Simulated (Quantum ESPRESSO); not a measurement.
A run of Quantum ESPRESSO 7.5 is set up as follows.

pw.in

```
&CONTROL
  calculation = 'scf'
  prefix = 'pwscf'
  outdir = './tmp'
  pseudo_dir = './pseudo'
  tprnfor = .true.
  disk_io = 'nowf'
/
&SYSTEM
  ibrav = 0
  nat = 2
  ntyp = 2
  ecutwfc = 40
  ecutrho = 240
  nbnd = 21
  occupations = 'smearing'
  smearing = 'gaussian'
  degauss = 0.00367493
  nosym = .true.
/
&ELECTRONS
  conv_thr = 8d-08
  electron_maxstep = 120
  mixing_beta = 0.3
  mixing_ndim = 12
  startingpot = 'file'
  mixing_fixed_ns = 5
/
ATOMIC_SPECIES
Rh   102.9055 Rh.GGA_PBE-JTH.UPF
N     14.0070 N.GGA_PBE-JTH.UPF
CELL_PARAMETERS angstrom
   2.6663967600    0.0000000000    0.0000000000
   0.0000000000    2.6663967600    0.0000000000
   0.0000000000    0.0000000000    2.6663967600
ATOMIC_POSITIONS crystal
Rh     0.0000000000    0.0000000000    0.0000000000
N      0.5000000000    0.5000000000    0.5000000000
K_POINTS automatic
7 7 7 0 0 0
HUBBARD {ortho-atomic}
U Rh-4d 1.0
```

File start.in:

```
&CONTROL
  calculation = 'scf'
  prefix = 'pwscf'
  outdir = './tmp'
  pseudo_dir = './pseudo'
  disk_io = 'nowf'
/
&SYSTEM
  ibrav = 0
  nat = 2
  ntyp = 2
  ecutwfc = 40
  ecutrho = 240
  nbnd = 21
  occupations = 'smearing'
  smearing = 'gaussian'
  degauss = 0.00367493
  nosym = .true.
/
&ELECTRONS
  conv_thr = 8d-08
  electron_maxstep = 1
  mixing_beta = 0.3
  mixing_ndim = 12
  scf_must_converge = .false.
/
ATOMIC_SPECIES
Rh   102.9055 Rh.GGA_PBE-JTH.UPF
N     14.0070 N.GGA_PBE-JTH.UPF
CELL_PARAMETERS angstrom
   2.6663967600    0.0000000000    0.0000000000
   0.0000000000    2.6663967600    0.0000000000
   0.0000000000    0.0000000000    2.6663967600
ATOMIC_POSITIONS crystal
Rh     0.0000000000    0.0000000000    0.0000000000
N      0.5000000000    0.5000000000    0.5000000000
K_POINTS automatic
7 7 7 0 0 0
HUBBARD {ortho-atomic}
U Rh-4d 1.0
```

Contents of occup.txt:

```
 0.3612 -0.1234  0.4494 -0.0130  0.1155
-0.1234  0.6701  0.0949 -0.2534 -0.3641
 0.4494  0.0949  0.6836  0.0157 -0.0711
-0.0130 -0.2534  0.0157  0.7940 -0.3145
 0.1155 -0.3641 -0.0711 -0.3145  0.4911
 0.0000  0.0000  0.0000  0.0000  0.0000
 0.0000  0.0000  0.0000  0.0000  0.0000
 0.0000  0.0000  0.0000  0.0000  0.0000
 0.0000  0.0000  0.0000  0.0000  0.0000
 0.0000  0.0000  0.0000  0.0000  0.0000
```

Potentials or basis: JTH 2.0 PBE.

Command:

```sh
$ OMP_NUM_THREADS=1 pw.x -in start.in > start.out
$ cp occup.txt tmp/pwscf.save/occup.txt
$ OMP_NUM_THREADS=1 pw.x -in pw.in > pw.out
```

Problem. Estimate the band gap on the k mesh.

Solution. None (metal or under the smearing width).

Eigenvalues of the final occupation matrices:
| site | spin | trace | eigenvalues |
| --- | --- | --- | --- |
| Rh 1 4d | each | 3.68 | 0.70 0.70 0.70 0.78 0.78 |

Caveat: the k mesh is coarse; U without spin polarisation on a metal has little footing.
